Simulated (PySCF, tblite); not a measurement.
# C5H5F3O2+ (doublet): geometry, infrared bands and EPR parameters

Aim: predict the infrared bands and EPR parameters of C5H5F3O2+ (doublet) (`C[C@@H](C(=O)O)[C+](F)[C](F)F`).

The runs use tblite 0.8.0 and PySCF 2.14.0, with density-fitted response routines of our own; the level of theory stands in each step. All values are computed, except where a source is named. Atoms are numbered from 0 throughout.

## Step 1: Starting geometry

15 atoms, charge 1, multiplicity 2; geometry from: force field or distance geometry start.

Bonds of the start (Å): C0–C1 1.51, C1–C2 1.51, C2–O3 1.22, C2–O4 1.36, C1–C5 1.50, C5–F6 1.36, C5–C7 1.43, C7–F8 1.35, C7–F9 1.34, C0–H10 1.09, C0–H11 1.11, C0–H12 1.09, C1–H13 1.10, O4–H14 0.98.

## Step 2: Optimising the geometry with GFN2-xTB

What the job is given:

```
{"job": {"kind": "relax", "xc": "GFN2-xTB", "basis": "xTB"}, "charge": 1, "multiplicity": 2}
C     -0.506900     1.659900    -0.114500
C     -0.159700     0.245600     0.297900
C     -1.047400    -0.760700    -0.392800
O     -0.741200    -1.598900    -1.220900
O     -2.346900    -0.646500    -0.002800
C      1.268700    -0.074500    -0.008100
F      1.971500     0.672600    -0.895900
C      1.963200    -1.141600     0.649200
F      1.317100    -1.878400     1.577900
F      3.253800    -1.360900     0.375300
H      0.146100     2.393200     0.356200
H     -1.546300     1.906100     0.179200
H     -0.451900     1.790600    -1.190400
H     -0.310900     0.133600     1.385100
H     -2.813500    -1.332000    -0.520900
```

Started as:

```
> OMP_NUM_THREADS=1 python probes_run.py task.json out
```

This one command runs all jobs of the session in turn.

**Question.** This job is followed by: GFN2-xTB harmonic vibrations, gas phase; UKS B3LYP, pcH-1 on C F H O, non-relativistic, mean-field spin-orbit, GIAO. What will the session give for the following? strongest single infrared mode (GFN2-xTB); zero-point energy (GFN2-xTB); g(iso) (B3LYP); ⟨S²⟩; largest a(iso) (averaged by class).

As calculated:

| quantity | value |
| --- | --- |
| strongest single infrared mode (GFN2-xTB) | 1574 cm⁻¹, 816 km/mol |
| zero-point energy (GFN2-xTB) | 59.4 kcal/mol |
| g(iso) (B3LYP) | 2.00531 |
| ⟨S²⟩ | 0.753 (exact 0.75) |
| largest a(iso) (averaged by class) | 1H on H13, 76.1 MHz |

In words: Over 110 steps the energy fell by 0.720 eV; of the close pairs, C1–C2 changed most, 1.509 to 1.634 Å. All 39 modes are real, so the xTB geometry is a minimum. The strongest single mode, at 1574 cm⁻¹, moves mainly C7 and C5. Unscaled tight-binding wavenumbers are off by several per cent, some by more. Its intensities can rank the bands wrongly. The largest spin populations lie on C7 (0.29 e), C5 (0.25 e). The isotropic g lies 3.0 ppt above the free-electron value. These values are for one conformer; the search (at its own cheap level) found 2 more, at 0.10, 0.42 kcal/mol, and measured spectra average over such forms.
